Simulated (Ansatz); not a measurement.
C₂H₄SSi, SMILES [SiH3]C1=CS1, a geometry optimisation

With the Python package of Ansatz (0.2.0).

At the Python prompt:
```pycon
>>> import itertools
>>> import ansatz as az
>>> from ase.data import atomic_numbers, covalent_radii
>>> import numpy as np
>>> params = {
...     "basis": "6-31G*",
...     "functional": "HF",
... }
>>> geometry_ang = [
...     ("Si", (0.0978, 1.0785, -0.2971)),
...     ("C", (0.1164, -0.4902, 0.2644)),
...     ("C", (-0.3289, -1.7174, 0.2615)),
...     ("S", (1.0577, -1.4407, 1.3541)),
...     ("H", (-1.0143, 1.2788, -1.3496)),
...     ("H", (-0.25, 2.1117, 0.7723)),
...     ("H", (1.347, 1.5532, -0.9444)),
...     ("H", (-0.9336, -2.431, -0.117)),
... ]
>>> c2h4ssi = az.Crystal.molecule()
>>> for symbol, xyz in geometry_ang:
...     c2h4ssi = c2h4ssi.atom(symbol, xyz)
...
>>> calculation = (
...     c2h4ssi.calculation()
...     .basis(gaussian=params["basis"])
...     .functional(params["functional"])
... )
>>> symbols = [site.symbol for site in c2h4ssi.cartesian_sites]
>>> start = np.array([site.position_ang for site in c2h4ssi.cartesian_sites], dtype=float)
>>> data = calculation.relax(force_tolerance=0.005).run().report

>>> end = np.array(data["positions_ang"])
>>> print(f"E = {data['free_energy_ev']:.6f} eV = {data['free_energy_ev'] / 27.211386246:.7f} Ha")
E = -20800.196238 eV = -764.3931129 Ha
>>> print("converged:", data["converged"], " doubts:", data["published_state_doubts"] or "none")
converged: True  doubts: none
>>> # pairs closer than 1.2 times the sum of covalent radii, before or after
>>> radius = [covalent_radii[atomic_numbers[s]] for s in symbols]
>>> span = lambda where, i, j: np.linalg.norm(where[i] - where[j])
>>> bonded = [(i, j) for i, j in itertools.combinations(range(len(symbols)), 2) if min(span(start, i, j), span(end, i, j)) < 1.2 * (radius[i] + radius[j])]
>>> print("pair        before    after (A)")
pair        before    after (A)
>>> for i, j in bonded:
...     print(f"{symbols[i]}{i}-{symbols[j]}{j}".ljust(10), f"{span(start, i, j):8.4f} {span(end, i, j):8.4f}")
...
Si0-C1       1.6663   1.8574
Si0-H4       1.5442   1.4725
Si0-H5       1.5271   1.4698
Si0-H6       1.4849   1.4698
C1-C2        1.3055   1.2616
C1-S3        1.7254   1.8987
C2-S3        1.7869   1.8130
C2-H7        1.0090   1.0667
>>> for first, second in list(itertools.combinations(bonded, 2)):
...     shared = set(first) & set(second)
...     if shared and symbols[(j := shared.pop())] != "H":
...         i, k = sorted((set(first) | set(second)) - {j})
...         u, v = end[i] - end[j], end[k] - end[j]
...         angle = np.degrees(np.arccos(np.clip(u @ v / np.linalg.norm(u) / np.linalg.norm(v), -1, 1)))
...         print(f"final angle {symbols[i]}{i}-{symbols[j]}{j}-{symbols[k]}{k}: {angle:.2f} deg")
...
final angle C1-Si0-H4: 108.35 deg
final angle C1-Si0-H5: 108.53 deg
final angle C1-Si0-H6: 108.53 deg
final angle Si0-C1-C2: 158.47 deg
final angle Si0-C1-S3: 135.01 deg
final angle H4-Si0-H5: 110.56 deg
final angle H4-Si0-H6: 110.56 deg
final angle H5-Si0-H6: 110.26 deg
final angle C2-C1-S3: 66.51 deg
final angle C1-C2-S3: 73.83 deg
final angle C1-C2-H7: 150.37 deg
final angle C1-S3-C2: 39.66 deg
final angle S3-C2-H7: 135.80 deg
```

What to keep in mind:
- Total energies depend on the basis set; only differences at equal settings carry meaning.
- The end point is the stationary point reached from this start; no frequency run checks that it is a minimum, and the basis set is modest.
- Hardware and time: 22 s on 1 thread of Intel(R) Xeon(R) Platinum 8259CL CPU @ 2.50GHz (Skylake/Cascade Lake), on a shared host, peak memory 0.22 GiB.

(Lines on the test bed's own set-up are left out of the output.)
